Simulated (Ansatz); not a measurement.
# BBr₂F: ionisation energy by level of theory

One table from this session's results is given with a row withheld; the runs are named, their logs left out.

The runs use Ansatz 0.2.0, Gaussian basis; unrestricted cation, the program's frozen cores in correlated methods.

Plan: UKS PBE-D4/def2-TZVPP; UKS r2SCAN-D4/def2-TZVPP; UKS PBE0-D4/def2-TZVPP; UKS B3LYP-D4/def2-TZVPP; UKS wB97X-V/def2-TZVPP; UKS wB97M-V/def2-TZVPP; UKS B2PLYP/def2-TZVPP; UHF-CCSD(T)/def2-TZVPP; UHF-MP2/def2-QZVPP; extrapolation to the limit; then −ε(HOMO) from the neutral's earlier runs with LDA (SPW92), PBE-D4, revPBE-D4, BLYP-D4, r2SCAN-D4, B97M-V, PBE0-D4, B3LYP-D4, r2SCANh-D4, r2SCAN0-D4, HSE06-D4, BHLYP-D4, CAM-B3LYP-D4, LC-ωPBE, ωB97X-V, ωB97M-V.

## The relaxed structure

The geometry comes from an earlier relaxation with PBE0-D4 in a triple-zeta def2 set; it is a stationary point.

SMILES `FB(Br)Br`, 4 atoms, charge 0, spin multiplicity 1.

Atoms are counted from 1 here; the program's logs count them from 0.

Bond lengths: F1–B2 1.307 Å, B2–Br3 1.901 Å, B2–Br4 1.901 Å. Angles: F1–B2–Br3 119.1°, F1–B2–Br4 119.1°, Br3–B2–Br4 121.8°.

Set-up of the first run:

Contents of in.yaml:

```yaml
crystal:
  periodic: [false, false, false]
  atoms:
    - {symbol: F, position_ang: [1.336279, 0.443607, 0.346472]}
    - {symbol: B, position_ang: [0.138198, 0.028051, 0.027989]}
    - {symbol: Br, position_ang: [-0.470947, -1.642032, 0.700916]}
    - {symbol: Br, position_ang: [-0.947929, 1.110075, -1.095678]}
basis:
  gaussian: {orbitals: def2-TZVPP}
total_charge: 1
magnetization: {spin_polarized: true, initial_magnetization: 1}
hamiltonian: {xc: pbe, dispersion: d4}
```

Started as:

```sh
$ ansatz run in.yaml --threads 4 --pin off --events-out ev --progress --plain --max-ram 10444MiB
```

Among the steps run: Cation, UKS PBE-D4/def2-TZVPP; Cation, UKS r2SCAN-D4/def2-TZVPP; Cation, UKS PBE0-D4/def2-TZVPP; Cation, UKS B3LYP-D4/def2-TZVPP; Cation, UKS wB97X-V/def2-TZVPP; Cation, UKS wB97M-V/def2-TZVPP; Cation, UKS B2PLYP (frozen core)/def2-TZVPP; Cation, UHF-CCSD(T)/def2-TZVPP; Cation, UHF-MP2/def2-QZVPP.

One table of the session follows, with a row left open; its other results are not shown here.

Orbital estimates, from the neutral's runs:

| functional | −ε(HOMO) (eV) |
| --- | --- |
| LDA (SPW92) | 7.48 |
| PBE-D4 | 7.31 |
| revPBE-D4 | 7.25 |
| BLYP-D4 | 7.13 |
| r2SCAN-D4 | 7.66 |
| B97M-V | 7.73 |
| PBE0-D4 | ? |
| B3LYP-D4 | 8.35 |
| r2SCANh-D4 | 8.14 |
| r2SCAN0-D4 | 8.86 |
| HSE06-D4 | 8.23 |
| BHLYP-D4 | 9.77 |
| CAM-B3LYP-D4 | 9.95 |
| LC-ωPBE | 11.36 |
| ωB97X-V | 10.98 |
| ωB97M-V | 10.83 |

Q: Estimate the row for PBE0-D4 from the others.

The run gave: −ε(HOMO) (eV): 8.63. In the column «−ε(HOMO) (eV)» it lies between B3LYP-D4 (8.35) and r2SCAN0-D4 (8.86).
